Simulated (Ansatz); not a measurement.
# Cl5HW: the cost of one run

Program: Ansatz 0.2.0. Level of theory: RKS PBE/def2-SVP. These are calculated values, not measurements.

## Step 1: The system as given

Bond lengths: W1–H2 1.720 Å, W1–Cl3 2.390 Å, W1–Cl4 2.390 Å, W1–Cl5 2.390 Å, W1–Cl6 2.390 Å, W1–Cl7 2.390 Å. Angles (14 of 15 angles, heavy atoms first): Cl3–W1–Cl4 90.0°, Cl3–W1–Cl5 180.0°, Cl3–W1–Cl6 90.0°, Cl3–W1–Cl7 90.0°, Cl4–W1–Cl5 90.0°, Cl4–W1–Cl6 180.0°, Cl4–W1–Cl7 90.0°, Cl5–W1–Cl6 90.0°, Cl5–W1–Cl7 90.0°, Cl6–W1–Cl7 90.0°, H2–W1–Cl3 90.0°, H2–W1–Cl4 90.0°, H2–W1–Cl5 90.0°, H2–W1–Cl6 90.0°.

Structure file:

```xyz
7

W     0.0000    0.0000    0.0000
H     0.0000    0.0000    1.7200
Cl    2.3900    0.0000    0.0000
Cl    0.0000    2.3900    0.0000
Cl   -2.3900    0.0000    0.0000
Cl    0.0000   -2.3900    0.0000
Cl    0.0000    0.0000   -2.3900
```

## Step 2: Preparing the start

File input.yaml:

```yaml
crystal:
  periodic: [false, false, false]
  atoms:
    - { symbol: W, position_ang: [0.0, 0.0, 0.0] }
    - { symbol: H, position_ang: [0.0, 0.0, 1.72] }
    - { symbol: Cl, position_ang: [2.39, 0.0, 0.0] }
    - { symbol: Cl, position_ang: [0.0, 2.39, 0.0] }
    - { symbol: Cl, position_ang: [-2.39, 0.0, 0.0] }
    - { symbol: Cl, position_ang: [0.0, -2.39, 0.0] }
    - { symbol: Cl, position_ang: [0.0, 0.0, -2.39] }
basis:
  gaussian: { orbitals: def2-SVP }
hamiltonian:
  xc: pbe
relax:
  f_tol: 0.02
  max_steps: 40
output:
  orbitals: {}
```

Run with:

```sh
ansatz run input.yaml --threads 4 --pin off --max-ram 5120MiB --backend cpu --events-out ev --progress --plain --runs-dir out
```

What time and memory should one allow on 4 threads of Arm Neoverse V1, shared host?

About 12 s, with a peak of 0.2 GiB.
